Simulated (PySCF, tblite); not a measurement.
**C5H10BS−: geometry, infrared bands and NMR shifts**

What infrared bands and NMR shifts should C5H10BS− (`[BH3-]SC(=C)C1CC1`) show?

Programs: tblite 0.8.0 and PySCF 2.14.0, with density-fitted response routines of our own. Each step states its level of theory. These are calculated values for one molecule in the gas phase, unless marked as measured. Atoms are numbered from 0 throughout.

### 1 The starting structure

17 atoms, charge -1, multiplicity 1; geometry from: force field or distance geometry start.

Bonds of the start (Å): B0–S1 1.88, S1–C2 1.77, C2–C3 1.34, C2–C4 1.49, C4–C5 1.53, C5–C6 1.50, C6–C4 1.49, B0–H7 1.19, B0–H8 1.19, B0–H9 1.18, C3–H10 1.08, C3–H11 1.08, C4–H12 1.13, C5–H13 1.09, C5–H14 1.10, C6–H15 1.12, C6–H16 1.11.

### 2 Relaxing the molecule with GFN2-xTB

Job settings and geometry (Å):

```
{"job": {"kind": "relax", "xc": "GFN2-xTB", "basis": "xTB"}, "charge": -1, "multiplicity": 1}
B      2.935500     0.304300     0.062800
S      1.303300    -0.635700    -0.010500
C     -0.073700     0.468400    -0.190700
C      0.065500     1.800400    -0.284900
C     -1.454700    -0.085100    -0.258800
C     -1.444200    -1.618000    -0.315400
C     -2.031600    -0.887300     0.856700
H      2.896600     1.154300    -0.768600
H      3.064600     0.788200     1.137600
H      3.782700    -0.493900    -0.153000
H     -0.816700     2.412300    -0.394400
H      1.037700     2.262300    -0.228900
H     -2.166800     0.405600    -0.987800
H     -2.053900    -2.024200    -1.128500
H     -0.464300    -2.083400    -0.109700
H     -3.146800    -0.833400     0.963200
H     -1.440200    -0.922800     1.801000
```

Launch:

```bash
$ OMP_NUM_THREADS=1 python probes_run.py task.json out
```

One launch serves the whole session: the jobs run in the order shown.

**Question.** This job is followed by: GFN2-xTB harmonic vibrations, gas phase; GIAO PBE0/pcSseg-1 NMR shielding, non-relativistic, gas phase. What will the session give for the following? strongest single infrared mode (GFN2-xTB); zero-point energy (GFN2-xTB); ¹³C shifts against TMS (PBE0/pcSseg-1, means over atoms taken as alike); ¹H shifts against TMS (PBE0/pcSseg-1, means over atoms taken as alike); ¹¹B shifts against BF3·OEt2 (PBE0/pcSseg-1); ³³S shifts against CS2 (PBE0/pcSseg-1).

As calculated:

| quantity | value |
| --- | --- |
| strongest single infrared mode (GFN2-xTB) | 1111 cm⁻¹, 464 km/mol |
| zero-point energy (GFN2-xTB) | 83.3 kcal/mol |
| ¹³C shifts against TMS (PBE0/pcSseg-1, means over atoms taken as alike) | 167.8, 101.8, 23.8, 6.9 ppm |
| ¹H shifts against TMS (PBE0/pcSseg-1, means over atoms taken as alike) | 5.05, 4.76, 1.53, 1.35, 1.13, -0.17 ppm |
| ¹¹B shifts against BF3·OEt2 (PBE0/pcSseg-1) | -35.1 ppm |
| ³³S shifts against CS2 (PBE0/pcSseg-1) | -70 ppm |

**Reading.** Relaxing lowered the energy by 0.501 eV in 106 steps; the close pair that moved most is B0–S1, from 1.885 to 1.958 Å. No mode is imaginary among the 45: a minimum at this level. The strongest single mode, at 1111 cm⁻¹, moves mainly H7, H8 and H9. Unscaled tight-binding wavenumbers are off by several per cent, some by more. Its intensities can rank the bands wrongly. At PBE0/pcSseg-1: The largest span, 465 ppm, is at S1, where the paramagnetic term is -485 ppm.
